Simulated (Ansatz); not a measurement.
Runs of Ansatz 0.2.0 on Mg3ZnC. Symmetry: Pm-3m, No. 221, cubic system. Conventional cell: a = 4.407 Å, b = 4.407 Å, c = 4.407 Å, α = 90.00°, β = 90.00°, γ = 90.00°. Zn (site symmetry m-3m) is surrounded by 12 Mg at 3.12 Å. Mg (site symmetry 4/mmm) has 2 C at 2.20 Å as nearest neighbours. Around C (site symmetry m-3m) lie 6 Mg at 2.20 Å. The cell comes from a database or a generator and needn't be the stable form of this composition.

| level | cell | cutoff (eV) | smearing | gap on the mesh (eV) | pressure (GPa) |
| --- | --- | --- | --- | --- | --- |
| PBE+D3(BJ) | as given | 420 | fermi-dirac 0.05 eV | none | (a) |
| PBE | as given | 420 | gaussian 0.02 eV | none | -0.2 |
| r2SCAN+D4 | as given | 500 | tetrahedron | none | -2.1 |
| PBE | another cell of the same crystal, with 5 atoms | 420 | gaussian 0.02 eV | none | -0.2 |

Alike in all rows: task single point; potentials or basis Ansatz PAW; no spin polarisation; k mesh 6 × 6 × 6.

**Question.** Estimate the missing entries.

**Answer.** (a) -2.9.

Caveats: pairwise dispersion overbinds metals, which lowers pressure and volume (some runs); the PAW data sets come from PBE, with cores solved anew for the run's functional, which leaves a small shift of forces and pressure (some runs); with tetrahedron occupations forces and stress needn't match the slope of the energy (some runs).

A gap of «none» marks a metal or a gap under the smearing width.
